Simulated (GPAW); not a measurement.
**HBr (hydrogen bromide): vdW-DF2/plane waves (scalar-relativistic datasets, plane-wave cutoff 500 eV, solver steps 4)**

Aim: a geometry optimisation of HBr (hydrogen bromide). 

Program for the calculation: GPAW 26.7.0.

10 further runs of the same task are left out: 2 that didn't finish, 8 set aside as unsound or not needed. Runs told in other sessions of the task aren't counted.

## Step 1: Starting point

The species is HBr (2 atoms), meant as a singlet with charge 0. SMILES: `Br`. The shape is built from the SMILES string. The run starts from this shape.

Bond lengths: Br1–H2 1.529 Å.

## Step 2: A geometry optimisation at vdW-DF2/plane waves (scalar-relativistic datasets, plane-wave cutoff 500 eV, solver steps 4)

calc.py

```python
from ase import Atoms
from ase.io import write
from ase.optimize import GPMin
from gpaw import GPAW, PW
from rdkit import Chem
from rdkit.Chem import AllChem

rd = Chem.AddHs(Chem.MolFromSmiles('Br'))
AllChem.EmbedMolecule(rd, randomSeed=841)
AllChem.UFFOptimizeMolecule(rd)
mol = Atoms([a.GetSymbol() for a in rd.GetAtoms()], positions=rd.GetConformer().GetPositions())
write('start.xyz', mol)
mol.set_cell([11.0, 11.0, 11.0])
mol.center()

calculator = GPAW(mode=PW(500),
                  xc={'name': 'vdW-DF2', 'backend': 'libvdwxc'},
                  occupations={'name': 'methfessel-paxton', 'width': 0.5},
                  eigensolver={'name': 'ppcg', 'niter': 4},
                  maxiter=60,
                  symmetry='off',
                  txt='-')
mol.calc = calculator

opt = GPMin(mol, trajectory='molecule.traj')
converged = opt.run(fmax=0.05, steps=100)
print('Converged:', converged)
print(f'Final energy = {mol.get_potential_energy():.5f} eV')
write('relaxed.xyz', mol)
```

Command:

```console
$ python calc.py > calc.log
```

**Question.** What will come out? Wanted: energy as printed; dipole moment; HOMO energy; LUMO energy; HOMO–LUMO gap; bond length.

Answer, from the run:

At vdW-DF2/plane waves (scalar-relativistic datasets, plane-wave cutoff 500 eV, solver steps 4):

| quantity | value |
| --- | --- |
| energy as printed (from the program's reference atoms) | -78.7115 eV |
| dipole moment | 0.71 D |
| HOMO energy (shifted to the vacuum level, unlike the log) | -7.66 eV |
| LUMO energy (shifted to the vacuum level, unlike the log) | -2.21 eV |
| HOMO–LUMO gap | 5.45 eV |
| bond length | 1.444 Å |

At the final geometry: Bond lengths: Br1–H2 1.444 Å. The optimisation took 2 steps and changed the energy by -0.071 eV.
